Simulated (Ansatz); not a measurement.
**CH₆ClFSi₂: how energies converge with the basis set**

An exercise on one series of results from a longer session: the logs are not shown, and one member is left open.

Program: Ansatz 0.2.0, Gaussian basis. Level of theory: one geometry, several basis sets. These are calculated values, not measurements.

Levels to be run: PBE0-D4/def2-SVP; ωB97M-V/def2-SVP; PBE0-D4/def2-QZVPP; ωB97M-V/def2-QZVPP; the functionals' def2-TZVPP values are taken from earlier runs.

### The relaxed structure

The geometry comes from an earlier relaxation with PBE0-D4 in a triple-zeta def2 set; it is a stationary point, not always the lowest conformer.

11 atoms, charge 0, spin multiplicity 1.

Atoms are counted from 1 here; the program's logs count them from 0.

Bond lengths: C1–Si2 1.856 Å, C1–H6 1.093 Å, C1–H7 1.092 Å, C1–H8 1.093 Å, Si2–F3 1.610 Å, Si2–Si4 2.348 Å, Si2–H9 1.487 Å, Si4–Cl5 2.071 Å, Si4–H10 1.485 Å, Si4–H11 1.486 Å. Angles: Si2–C1–H6 110.7°, Si2–C1–H7 111.3°, Si2–C1–H8 109.7°, H6–C1–H7 108.5°, H6–C1–H8 108.3°, H7–C1–H8 108.2°, C1–Si2–F3 109.5°, C1–Si2–Si4 111.3°, C1–Si2–H9 110.9°, F3–Si2–Si4 108.5°, F3–Si2–H9 107.3°, Si4–Si2–H9 109.2°, Si2–Si4–Cl5 105.5°, Si2–Si4–H10 113.7°, Si2–Si4–H11 113.0°, Cl5–Si4–H10 107.8°, Cl5–Si4–H11 107.6°, H10–Si4–H11 108.9°.

The first run:

in.yaml

```yaml
crystal:
  periodic: [false, false, false]
  atoms:
    - {symbol: C, position_ang: [-1.216625, -0.616444, 1.039457]}
    - {symbol: Si, position_ang: [0.389760, 0.270649, 0.759765]}
    - {symbol: F, position_ang: [1.561185, -0.466303, 1.581651]}
    - {symbol: Si, position_ang: [0.970593, 0.283743, -1.515161]}
    - {symbol: Cl, position_ang: [-0.614072, 1.198077, -2.485140]}
    - {symbol: H, position_ang: [-1.491233, -0.595359, 2.096769]}
    - {symbol: H, position_ang: [-1.155153, -1.658186, 0.717489]}
    - {symbol: H, position_ang: [-2.011497, -0.128848, 0.468575]}
    - {symbol: H, position_ang: [0.316733, 1.671265, 1.255128]}
    - {symbol: H, position_ang: [2.197079, 1.065061, -1.813740]}
    - {symbol: H, position_ang: [1.118631, -1.080656, -2.084193]}
basis:
  gaussian: {orbitals: def2-SVP}
hamiltonian: {xc: pbe0, dispersion: d4}
output: {orbitals: {seedname: orbitals}}
```

Run with:

```sh
$ ansatz run in.yaml --threads 4 --pin off --events-out ev --progress --plain --max-ram 10444MiB
```

Among the steps run: PBE0-D4 in def2-SVP; ωB97M-V in def2-SVP; PBE0-D4 in def2-QZVPP; ωB97M-V in def2-QZVPP.

One table of the session follows, with a row left open; its other results are not shown here.

It belongs to the step «Density functionals: the series». 

```
functional       basis  HOMO (eV)
   PBE0-D4    def2-SVP      -7.95
   PBE0-D4  def2-TZVPP      -8.01
   PBE0-D4  def2-QZVPP      -8.03
   ωB97M-V    def2-SVP          ?
   ωB97M-V  def2-TZVPP     -10.06
   ωB97M-V  def2-QZVPP     -10.08
```

Estimate the missing values for ωB97M-V, def2-SVP.

The run gave: HOMO (eV): -9.96. In the column «HOMO (eV)» it lies between ωB97M-V, def2-TZVPP (-10.06) and PBE0-D4, def2-QZVPP (-8.03).
